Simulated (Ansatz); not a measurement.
# HfB: relaxation of cell and atoms with r2SCAN

The system is HfB.

```
CELL_PARAMETERS angstrom
0.00000 2.31000 2.31000
2.31000 0.00000 2.31000
2.31000 2.31000 0.00000
ATOMIC_POSITIONS crystal
Hf 0.50000 0.50000 0.50000
B 0.00000 0.00000 0.00000
```

```yaml
Program: Ansatz 0.2.0
Task: relaxation of cell and atoms
Functional: r2SCAN
Potentials_or_basis: Ansatz PAW
Cutoff: "500 eV (not typed: the program's choice for these potentials)"
k_mesh: 10 × 10 × 10
Occupations: fermi-dirac, width 0.05 eV
Spin: no spin polarisation
Target_pressure: 5 GPa
Target_pressure_GPa: 5
```

```json
{"Relaxed volume": "13.68 Å³/atom", "Relaxed cell": "a = 3.382 Å, b = 3.382 Å, c = 3.382 Å, α = 60.00°, β = 60.00°, γ = 60.00°", "Space group after relaxing (to 0.05 Å)": "Fm-3m (No. 225)", "Energy change on relaxing (the enthalpy is what falls)": "-134.8 meV/atom", "Ionic steps": "7", "Pressure after relaxing": "5.0 GPa", "Band gap on the k mesh": "none (metal or under the smearing width)"}
```

The path:
| step | energy change (eV) | largest force (eV/Å) | volume (Å³) |
| --- | --- | --- | --- |
| 1 | 0.0000 | 0.0000 | 24.65 |
| 2 | -0.2785 | 0.0000 | 28.44 |
| 3 | -0.2728 | 0.0000 | 27.48 |
| 4 | -0.2688 | 0.0000 | 27.34 |
| 5 | -0.2692 | 0.0000 | 27.34 |
| 6 | -0.2695 | 0.0000 | 27.35 |
| 7 | -0.2695 | 0.0000 | 27.35 |

Final structure:
```
Hf B
1.0
     0.00000    2.39136    2.39136
     2.39136    0.00000    2.39136
     2.39136    2.39136    0.00000
Hf B
1 1
Direct
  0.50000 0.50000 0.50000
  0.00000 0.00000 0.00000
```

Levels at points of the mesh, in eV from the Fermi level:
| k point | band 11 | band 12 | band 13 | band 14 | band 15 | band 16 | band 17 | band 18 | band 19 |
| --- | --- | --- | --- | --- | --- | --- | --- | --- | --- |
| (0.00, 0.00, 0.00) | -10.48 | -9.81 | 2.34 | 2.34 | 2.34 | 3.93 | 3.93 | 3.93 | 3.97 |
| (0.00, 0.00, -0.50) | -10.47 | -4.89 | -4.84 | -1.27 | -1.27 | 6.23 | 6.23 | 7.21 | 8.25 |
| (0.00, -0.50, -0.50) | -10.50 | -6.96 | -1.38 | -0.78 | 2.14 | 2.14 | 5.75 | 7.45 | 7.45 |

Wall time 12 s on 2 threads of Arm Neoverse V2 (shared host), peak memory 0.39 GiB.

Caveat: the plane-wave basis is chosen anew once the cell has moved, so the energies of steps on either side of that aren't comparable; the PAW data sets come from PBE, with cores solved anew for the run's functional, which leaves a small shift of forces and pressure. Spin-orbit coupling is left out, which matters for the levels of Hf.
